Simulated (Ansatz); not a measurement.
From input file to script: CH7AlS2Si, SMILES [CH3][Al]([SH])[SiH2]S in Ansatz 0.2.0.

```yaml
crystal:
  periodic: [false, false, false]
  atoms:
    - { symbol: C, position_ang: [-1.7869, 1.0581, -0.2088] }
    - { symbol: Al, position_ang: [-0.3999, -0.221, -0.5989] }
    - { symbol: S, position_ang: [0.0761, -0.766, -2.7509] }
    - { symbol: Si, position_ang: [0.8844, -1.1739, 1.1781] }
    - { symbol: S, position_ang: [2.892, -0.7075, 0.9502] }
    - { symbol: H, position_ang: [-2.797, 0.7431, -0.6279] }
    - { symbol: H, position_ang: [-1.8991, 1.2479, 0.8797] }
    - { symbol: H, position_ang: [-1.544, 2.0875, -0.7076] }
    - { symbol: H, position_ang: [1.0637, 0.283, -2.7838] }
    - { symbol: H, position_ang: [0.6425, -2.6435, 1.1772] }
    - { symbol: H, position_ang: [0.299, -0.6517, 2.4784] }
    - { symbol: H, position_ang: [2.6462, 0.6887, 1.0484] }
basis:
  gaussian: { orbitals: "6-31G*" }
hamiltonian:
  xc: b3lyp
```

The program run on that file:
```console
$ ansatz run input.yaml --threads 1 --pin off --max-ram 4096MiB --backend cpu --events-out ev --progress --plain --runs-dir out
Engine: ansatz 0.2.0, aarch64-unknown-linux-gnu
Functional definition: B3LYP
  parameter a0 = 0.2
  parameter ax = 0.72
  parameter ac = 0.81
  exchange = (1 - a0 - ax)*slater_x + ax*b88_x + a0*exact_x
  correlation = (1 - ac)*vwn_rpa_c + ac*lyp_c
1028 factors; integrals over basis functions are off by at most 1.0e-3 eV
mean field evaluation 1: about -37291.9696 eV, gradient 4.8e1 eV
mean field evaluation 2: about -37288.5703 eV, gradient 5.7e1 eV
mean field evaluation 4: about -37297.7791 eV, gradient 2.2e0 eV
mean field evaluation 8: about -37297.9806 eV, gradient 1.7e-1 eV
mean field evaluation 16: about -37297.9807 eV, gradient 5.0e-5 eV
mean field -37297.98069041 eV, -1370.6755088931 hartree, gradient 5.0e-5 eV, S^2 0.000000; 0 other end points of the search recorded, 0 dependent functions left out
reference -37297.98100333 eV, -1370.6755203928 hartree; 36, 36 occupied and 69, 69 virtual orbitals, 1028 factors
Total energy: -37297.98100333 eV, -1370.6755203928 hartree
```

`energy.py`
```python
'''Electronic structure of the CH7AlS2Si molecule.'''

import warnings

import ansatz
from ase import Atoms

warnings.simplefilter('ignore', ansatz.DeckWarning)

atoms = Atoms(['C', 'Al', 'S', 'Si', 'S', 'H', 'H', 'H', 'H', 'H', 'H', 'H'], positions=[
    (-1.7869, 1.0581, -0.2088),
    (-0.3999, -0.221, -0.5989),
    (0.0761, -0.766, -2.7509),
    (0.8844, -1.1739, 1.1781),
    (2.892, -0.7075, 0.9502),
    (-2.797, 0.7431, -0.6279),
    (-1.8991, 1.2479, 0.8797),
    (-1.544, 2.0875, -0.7076),
    (1.0637, 0.283, -2.7838),
    (0.6425, -2.6435, 1.1772),
    (0.299, -0.6517, 2.4784),
    (2.6462, 0.6887, 1.0484),
])
geometry = ansatz.Crystal.molecule_from_ase(atoms)

calculation = (
    geometry.calculation()
    .basis(gaussian='6-31G*')
    .functional('B3LYP')
)
trace = []
out = calculation.session().plan().execute(on_event=trace.append)
summary = out.report
for event in trace:
    if event['event'] == 'mean_field_evaluation' and event['data']['evaluation'] <= 25:
        print('pass {evaluation:3d}  E = {energy_ev:.6f} eV  gradient {gradient_ev:.1e}'.format(**event['data']))

print('reference energy %16.6f eV' % summary['reference_energy_ev'])
print('total energy     %16.6f eV' % summary['free_energy_ev'])
print('occupied (up, down):', summary['n_occupied'], ' virtual:', summary['n_virtual'], ' frozen:', summary['n_frozen'])

field = summary['mean_field']
print('<S^2> =', round(abs(field['state']['spin_squared']), 4), ' relativity:', field['relativity'])
print('passes:', field['passes'])
if 'symmetry' in field:
    print('occupied orbitals by irrep:', field['symmetry']['occupied'])
```

```console
$ python energy.py
pass   1  E = -37291.969639 eV  gradient 4.8e+01
pass   2  E = -37288.570265 eV  gradient 5.7e+01
pass   3  E = -37297.713963 eV  gradient 4.9e+00
pass   4  E = -37297.779068 eV  gradient 2.2e+00
pass   5  E = -37297.793147 eV  gradient 4.0e-01
pass   6  E = -37297.793174 eV  gradient 4.0e-01
pass   7  E = -37297.978932 eV  gradient 6.9e-01
pass   8  E = -37297.980596 eV  gradient 1.7e-01
pass   9  E = -37297.980671 eV  gradient 6.1e-02
pass  10  E = -37297.980683 eV  gradient 1.1e-02
pass  11  E = -37297.980690 eV  gradient 1.2e-02
pass  12  E = -37297.980690 eV  gradient 3.6e-03
pass  13  E = -37297.980690 eV  gradient 8.6e-04
pass  14  E = -37297.980690 eV  gradient 1.5e-04
pass  15  E = -37297.980690 eV  gradient 1.6e-04
pass  16  E = -37297.980690 eV  gradient 5.0e-05
pass  17  E = -37297.980690 eV  gradient 5.0e-05
reference energy    -37297.981003 eV
total energy        -37297.981003 eV
occupied (up, down): [36, 36]  virtual: [69, 69]  frozen: 0
<S^2> = 0.0  relativity: none
passes: {'evaluations': 15, 'products': 12}
occupied orbitals by irrep: [{'A': 36}, {'A': 36}]
```

Reading the output:
- Total energies depend on the basis set; only differences at equal settings carry meaning.
- The geometry is a force-field or estimated start, not a minimum of this method, and the basis set is short of its limit.
- b3lyp holds the VWN-RPA fit, as in Gaussian; the form of ORCA and Turbomole is b3lyp5.
- Early passes use coarser integrals and grids, so their energies can't be compared with the last.
- Finished in 5.8 s on 1 thread of Arm Neoverse V1 (shared host), peak memory 0.3 GiB.

(Lines on the test bed's own set-up are left out of the output.)
